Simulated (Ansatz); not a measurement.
Write a Python script for the Ansatz DFT code, driven from Python that makes a band structure of YbB2, space group P6/mmm. Settings: PBEsol, PAW, cutoff 420 eV, 7×7×6 k-points, Fermi-Dirac smearing of 0.1 eV.

```cif
data_structure
_symmetry_space_group_name_H-M 'P 1'
_symmetry_Int_Tables_number 1
_cell_length_a 3.2503
_cell_length_b 3.2503
_cell_length_c 3.7315
_cell_angle_alpha 90.000
_cell_angle_beta 90.000
_cell_angle_gamma 120.000
_cell_volume 34.14
loop_
_atom_site_label
_atom_site_type_symbol
_atom_site_fract_x
_atom_site_fract_y
_atom_site_fract_z
_atom_site_occupancy
Yb1 Yb 0.00000 0.00000 0.00000 1
B1 B 0.33333 0.66667 0.50000 1
B2 B 0.66667 0.33333 0.50000 1
```

The script, `bands.py`:
```python
from pathlib import Path
import warnings

import ansatz as az
import numpy as np

warnings.simplefilter("ignore", az.DeckWarning)

system = (
    az.Lattice.of((3.2503, 0.0, 0.0), (-1.6252, 2.8148, 0.0), (0.0, 0.0, 3.7315))
    .atom("Yb", (0.0, 0.0, 0.0))
    .atom("B", (1 / 3, 2 / 3, 0.5))
    .atom("B", (2 / 3, 1 / 3, 0.5))
)

path = [
    ("G", (0.0, 0.0, 0.0)),
    ("M", (0.5, 0.0, 0.0)),
    ("K", (0.33333, 0.33333, 0.0)),
    ("G", (0.0, 0.0, 0.0)),
    ("A", (0.0, 0.0, 0.5)),
    ("L", (0.5, 0.0, 0.5)),
]
job = (
    system.calculation()
    .functional(az.Functional.PBESOL)
    .basis(420)
    .kpoints(7, 7, 6)
    .occupations("Fermi-Dirac", width=0.1)
    .band_structure([point for _, point in path], intervals=6)
    .populations()
    .density()
    .potential()
    .electron_localization_function()
    .output_files(volumetric_format="npy")
)
res = job.run(threads=1)
summary = res.report

for key in ("converged", "n_iterations", "n_electrons", "n_kpoints", "n_pw", "n_symmetry_ops", "free_energy_ev", "fermi_energy_ev"):
    print(f"{key:18s} {summary[key]}")

files = Path(res.write_results("tables"))
print((files / "populations.tsv").read_text())

folder = Path(res.write_results("fields"))
for name in sorted(p.name for p in folder.glob("*.npy")):
    field = np.load(folder / name)
    print(f"{name:16s} {str(field.shape):16s} min {field.min():10.4f}  mean {field.mean():10.4f}  max {field.max():10.4f}")

bands = res.band_structure()
fermi = bands.fermi_energy_ev
for spin, channel in enumerate(bands.channels):
    print("channel", spin, "- levels within 4 eV of the Fermi level")
    for i, (label, _) in enumerate(path):
        levels = channel.eigenvalues_ev[i * 6] - fermi
        print(f"  {label:3s}", " ".join(f"{e:7.3f}" for e in levels if abs(e) < 4))
```

Running `python bands.py` prints:
```text
converged          True
n_iterations       7
n_electrons        30.0
n_kpoints          64
n_pw               709
n_symmetry_ops     8
free_energy_ev     -13983.27398306311
fermi_energy_ev    14.900137201165464
# site	symbol	l	j	q
# orbitals = lowdin
# n_electrons = 30.000000
# spilling = 0.000761
# projection_atom_Yb: [Kr 4d10] 4f14 5s2 5p6 5d0 6s2
0	Yb	0_5S	-	1.922435
0	Yb	0_6S	-	0.277900
0	Yb	1_5P	-	5.961652
0	Yb	2_5D	-	2.091316
0	Yb	3_4F	-	13.491327
1	B	0_2S	-	0.676297
1	B	1_2P	-	2.439979
2	B	0_2S	-	0.676297
2	B	1_2P	-	2.439979

elf.npy          (24, 24, 25)     min     0.0005  mean     0.4039  max     0.8878
rho.npy          (24, 24, 25)     min     0.1028  mean     0.8788  max    40.4960
v_es.npy         (24, 24, 25)     min   -66.5185  mean     6.5006  max    17.1341
v_tot.npy        (24, 24, 25)     min   -94.3520  mean    -5.4510  max     8.8359
channel 0 - levels within 4 eV of the Fermi level
  G    -1.502  -0.777  -0.557  -0.557  -0.549  -0.548  -0.519  -0.519  -0.413  -0.299   0.080
  M    -1.845  -1.821  -0.762  -0.591  -0.552  -0.468  -0.444  -0.403  -0.023  -0.018   3.735
  K    -0.998  -0.998  -0.603  -0.515  -0.515  -0.477  -0.407   0.172   0.172
  G    -1.502  -0.777  -0.557  -0.557  -0.549  -0.548  -0.519  -0.519  -0.413  -0.299   0.080
  A    -0.956  -0.956  -0.776  -0.566  -0.429  -0.429  -0.413   0.977   0.977   3.254   3.254
  L    -2.543  -2.018  -0.746  -0.608  -0.592  -0.538  -0.482  -0.440  -0.409  -0.141
```

What to keep in mind:
- Absolute energies stand on the zero of these potentials, so only differences at equal settings mean something. A total without «per atom» is that of the cell as typed.
- Semilocal functionals put the nearly full 4f shell of Yb too close to the Fermi level.
- The computed bands are complete only to about 4.0 eV above the Fermi level.
- For a metal this k-point mesh is coarse: on a finer one energies can move by several to tens of meV an atom and pressures by half a GPa or more, differences at one mesh by less.
- Only differences from the Fermi energy are physical; the zero of the scale is a convention.
- Grid values close to the nuclei reflect the PAW or pseudopotential construction, not the all-electron fields.
- The structure is a deposited one; some such entries were measured under pressure or heat, so a shift against it needn't be the functional's error alone.
- Levels are Kohn-Sham eigenvalues on this mesh, without spin-orbit coupling.
- Cost: of the order of 5 core-seconds.

(Lines on the test bed's own set-up are left out of the output.)
